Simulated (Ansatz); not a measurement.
# CAlCl2N: basis-set convergence

How large a basis does CAlCl2N need? Two functionals are run in growing sets.

Computed with Ansatz 0.2.0, Gaussian basis. Level: one geometry, several basis sets.

Levels to be run: PBE0-D4/def2-SVP; ωB97M-V/def2-SVP; PBE0-D4/def2-QZVPP; ωB97M-V/def2-QZVPP; the functionals' def2-TZVPP values are taken from earlier runs.

**1. Structure used throughout**

The geometry comes from an earlier relaxation with PBE0-D4 in a triple-zeta def2 set; it is a stationary point.

SMILES `N#[C][Al]([Cl])[Cl]`, 5 atoms, charge 0, spin multiplicity 1.

Atoms are counted from 1 here; the program's logs count them from 0.

Bond lengths: N1–C2 1.153 Å, C2–Al3 1.912 Å, Al3–Cl4 2.062 Å, Al3–Cl5 2.062 Å. Angles: N1–C2–Al3 179.9°, C2–Al3–Cl4 118.7°, C2–Al3–Cl5 118.7°, Cl4–Al3–Cl5 122.6°.

Coordinates:

```
atom     x (Å)     y (Å)     z (Å)
  N1   1.44350  -1.46155   1.38124
  C2   0.77219  -0.78572   0.73167
 Al3  -0.33836   0.33670  -0.34589
 Cl4  -2.02355  -0.47570  -1.21316
 Cl5   0.19622   2.31256  -0.59535
```

**2. PBE0-D4 in def2-SVP**

Contents of in.yaml:

```yaml
crystal:
  periodic: [false, false, false]
  atoms:
    - {symbol: N, position_ang: [1.443503, -1.461545, 1.381239]}
    - {symbol: C, position_ang: [0.772189, -0.785722, 0.731665]}
    - {symbol: Al, position_ang: [-0.338360, 0.336705, -0.345887]}
    - {symbol: Cl, position_ang: [-2.023553, -0.475703, -1.213164]}
    - {symbol: Cl, position_ang: [0.196221, 2.312564, -0.595353]}
basis:
  gaussian: {orbitals: def2-SVP}
hamiltonian: {xc: pbe0, dispersion: d4}
output: {orbitals: {seedname: orbitals}}
```

After this run come: ωB97M-V in def2-SVP; PBE0-D4 in def2-QZVPP; ωB97M-V in def2-QZVPP.

Before running them: what should the planned runs give, taken together? Wanted: PBE0-D4: double and triple zeta above quadruple; ωB97M-V: double and triple zeta above quadruple.

**Answer**, as computed:

```
                                       quantity           value
PBE0-D4: double and triple zeta above quadruple  14.92, 1.06 eV
ωB97M-V: double and triple zeta above quadruple  14.82, 1.00 eV
```

PBE0-D4 gains 13.86 eV from double to triple zeta, then 1.06 eV more. Total energies overstate the basis error of differences, where much of it tends to cancel.
